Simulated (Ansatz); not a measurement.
# C5H11F2Ga: one species, many methods

One table from this session's results is given with a row withheld; the runs are named, their logs left out.

Computed with Ansatz 0.2.0, Gaussian basis. Level: functionals in def2-TZVPP, the program's frozen cores in correlated methods.

Plan: LDA (SPW92), PBE-D4, revPBE-D4, BLYP-D4, r2SCAN-D4, B97M-V, PBE0-D4, B3LYP-D4, r2SCANh-D4, r2SCAN0-D4, HSE06-D4, BHLYP-D4, CAM-B3LYP-D4, LC-ωPBE, ωB97X-V, ωB97M-V, B2PLYP, PBE-QIDH; CCSD(T)/def2-SVP; CCSD(T)/def2-TZVPP; MP2/def2-QZVPP; extrapolation to the limit; RPA on PBE.

### The relaxed structure

All runs share one geometry, relaxed beforehand with PBE0-D4 in a triple-zeta def2 set.

SMILES `CC(C)(C)[CH2][Ga]([F])[F]`, 19 atoms, charge 0, spin multiplicity 1.

Atoms are counted from 1 here; the program's logs count them from 0.

Bond lengths: C1–C2 1.529 Å, C1–H9 1.093 Å, C1–H10 1.093 Å, C1–H11 1.093 Å, C2–C3 1.526 Å, C2–C4 1.526 Å, C2–C5 1.532 Å, C3–H12 1.095 Å, C3–H13 1.094 Å, C3–H14 1.093 Å, C4–H15 1.094 Å, C4–H16 1.094 Å, C4–H17 1.093 Å, C5–Ga6 1.949 Å, C5–H18 1.095 Å, C5–H19 1.095 Å, Ga6–F7 1.750 Å, Ga6–F8 1.753 Å. Angles: C2–C1–H9 110.8°, C2–C1–H10 111.1°, C2–C1–H11 111.1°, H9–C1–H10 107.9°, H9–C1–H11 107.9°, H10–C1–H11 108.0°, C1–C2–C3 109.4°, C1–C2–C4 109.4°, C1–C2–C5 108.3°, C3–C2–C4 109.6°, C3–C2–C5 110.0°, C4–C2–C5 110.1°, C2–C3–H12 111.3°, C2–C3–H13 111.1°, C2–C3–H14 110.8°, H12–C3–H13 108.5°, H12–C3–H14 107.3°, H13–C3–H14 107.7° and more.

Set-up of the first run:

Input file in.yaml:

```yaml
crystal:
  periodic: [false, false, false]
  atoms:
    - {symbol: C, position_ang: [-0.826037, -1.731906, 0.235876]}
    - {symbol: C, position_ang: [-0.102917, -0.385691, 0.193043]}
    - {symbol: C, position_ang: [1.404675, -0.618242, 0.239331]}
    - {symbol: C, position_ang: [-0.528352, 0.456645, 1.392419]}
    - {symbol: C, position_ang: [-0.483621, 0.324628, -1.109387]}
    - {symbol: Ga, position_ang: [0.345228, 2.068731, -1.373725]}
    - {symbol: F, position_ang: [0.115114, 3.056993, -2.799143]}
    - {symbol: F, position_ang: [1.417108, 2.889416, -0.255073]}
    - {symbol: H, position_ang: [-0.582210, -2.273864, 1.153566]}
    - {symbol: H, position_ang: [-1.910512, -1.596930, 0.203313]}
    - {symbol: H, position_ang: [-0.539049, -2.360001, -0.611803]}
    - {symbol: H, position_ang: [1.953548, 0.328734, 0.256528]}
    - {symbol: H, position_ang: [1.740696, -1.197558, -0.625628]}
    - {symbol: H, position_ang: [1.684049, -1.172271, 1.139016]}
    - {symbol: H, position_ang: [0.002460, 1.413480, 1.416058]}
    - {symbol: H, position_ang: [-1.603423, 0.657616, 1.370852]}
    - {symbol: H, position_ang: [-0.306386, -0.062677, 2.328107]}
    - {symbol: H, position_ang: [-0.214495, -0.280028, -1.982210]}
    - {symbol: H, position_ang: [-1.565848, 0.482926, -1.171132]}
basis:
  gaussian: {orbitals: def2-TZVPP}
hamiltonian: {xc: lda}
output: {orbitals: {seedname: orbitals}}
```

Started as:

```
ansatz run in.yaml --threads 4 --pin off --events-out ev --progress --plain --max-ram 66560MiB --backend cuda --devices 0, --max-vram 37GiB
```

Among the steps run: LDA; PBE-D4 (GGA); revPBE-D4 (GGA); BLYP-D4 (GGA); r2SCAN-D4 (meta-GGA); B97M-V (meta-GGA); PBE0-D4 (hybrid); B3LYP-D4 (hybrid); r2SCANh-D4 (hybrid); r2SCAN0-D4 (hybrid); HSE06-D4 (hybrid); BHLYP-D4 (hybrid); CAM-B3LYP-D4 (range-separated); LC-ωPBE (range-separated); ωB97X-V (range-separated); ωB97M-V (range-separated); B2PLYP (double hybrid); PBE-QIDH (double hybrid).

One of the session's tables, all rows but one given; the rest of the session is left out.

| functional | HOMO (eV) | gap (eV) |
| --- | --- | --- |
| LDA (SPW92) | -7.66 | 5.80 |
| PBE-D4 | -7.44 | 5.89 |
| revPBE-D4 | -7.35 | 5.95 |
| BLYP-D4 | -7.35 | 5.79 |
| r2SCAN-D4 | ? | ? |
| B97M-V | -7.80 | 6.32 |
| PBE0-D4 | -8.76 | 8.13 |
| B3LYP-D4 | -8.57 | 7.58 |
| r2SCANh-D4 | -8.20 | 7.31 |
| r2SCAN0-D4 | -8.94 | 8.50 |
| HSE06-D4 | -8.35 | 7.36 |
| BHLYP-D4 | -9.99 | 10.10 |
| CAM-B3LYP-D4 | -10.14 | 10.39 |
| LC-ωPBE | -11.41 | 12.96 |
| ωB97X-V | -11.08 | 12.43 |
| ωB97M-V | -10.98 | 12.04 |

Estimate the missing values for r2SCAN-D4.

Worked estimate for «HOMO (eV)». Against the share of exact exchange, r2SCANh-D4 (0.1, -8.20), r2SCAN0-D4 (0.25, -8.94) give a slope of -4.93 per unit share; at 0 the line stands at -7.71.

The run gave: HOMO (eV): -7.71; gap (eV): 6.49. In «HOMO (eV)» the line misses by 0.00.
